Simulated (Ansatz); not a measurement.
# TiCo (Pm-3m): equation of state

One table from this session's results is given with a row withheld; the runs are named, their logs left out.

Program: Ansatz 0.2.0. Level of theory: DFT PBE, scalar-relativistic, plane waves, PAW. These are calculated values, not measurements.

Spin polarisation is switched off on purpose; where the compound carries moments, volume, stiffness and gap are then not the real material's.

### The starting structure

It takes space group Pm-3m (No. 221, cubic). Conventional cell: a = 2.972 Å, b = 2.972 Å, c = 2.972 Å, α = 90.00°, β = 90.00°, γ = 90.00°. Ti (site symmetry m-3m) has 8 Co at 2.57 Å as nearest neighbours. Around Co (site symmetry m-3m) lie 8 Ti at 2.57 Å.

Structure file:

```cif
data_structure
_symmetry_space_group_name_H-M 'Pm-3m'
_symmetry_Int_Tables_number 221
_cell_length_a 2.9716
_cell_length_b 2.9716
_cell_length_c 2.9716
_cell_angle_alpha 90.000
_cell_angle_beta 90.000
_cell_angle_gamma 90.000
_cell_volume 26.24
loop_
_atom_site_label
_atom_site_type_symbol
_atom_site_symmetry_multiplicity
_atom_site_Wyckoff_symbol
_atom_site_fract_x
_atom_site_fract_y
_atom_site_fract_z
_atom_site_occupancy
Ti1 Ti 1 a 0.00000 0.00000 0.00000 1
Co1 Co 1 b 0.50000 0.50000 0.50000 1
```

An earlier run at PBE left this cell at 13.121 Å³/atom and 0.00 GPa (16×16×16 mesh).

Volume factors to run: 0.980, 1.020, 0.960, 1.040.

The first run:

input.yaml

```yaml
crystal:
  lattice:
    - [2.9516992396, 0.0, 0.0]
    - [0.0, 2.9516992396, 0.0]
    - [0.0, 0.0, 2.9516992396]
  atoms:
    - { symbol: Ti, position: [0.0, 0.0, 0.0] }
    - { symbol: Co, position: [0.5, 0.5, 0.5] }
basis:
  ecutwfc: 420
  ecutrho_ratio: 4
kpoints:
  mp_grid: { grid: [16, 16, 16] }
hamiltonian:
  xc: pbe
scf:
  occupations: { method: gaussian, width: 0.05 }
output:
  forces: true
  stress: true
  eigenvalues: true
```

Started as:

```bash
$ ansatz run input.yaml --threads 1 --pin off --max-ram 2560MiB --backend cpu --events-out ev --progress --plain --runs-dir out
```

Steps of the session up to this table: Scaling the volume by 0.980; Scaling the volume by 1.020; Volume × 0.960; Scaling the volume by 1.040.

One table of the session follows, with a row left open; its other results are not shown here.

```
volume (Å³/atom)  energy (meV/atom)  pressure (GPa)
          12.596              12.50            7.95
          12.858                  ?               ?
          13.121               0.00            0.00
          13.383               2.86           -3.40
          13.646              11.00           -6.46
```

Q: Estimate the row for volume (Å³/atom) = 12.858 from the others.

Worked estimate for «energy (meV/atom)». A straight line through the neighbours (12.596, 12.50) and (13.121, 0.00) gives 12.50 + (0.00 − 12.50) × (12.858 − 12.596) / (13.121 − 12.596) = 6.26; a parabola fitted to 3 rows on both sides gives 3.22.

The run gave: energy (meV/atom): 3.00; pressure (GPa): 3.77. In «energy (meV/atom)» the line misses by +3.26 and the parabola by +0.22.

volume (Å³/atom), energy (meV/atom) and a bar:
```
    12.60       12.5 ##############################
    12.86        3.0 #######
    13.12        0.0 
    13.38        2.9 #######
    13.65       11.0 ##########################
```
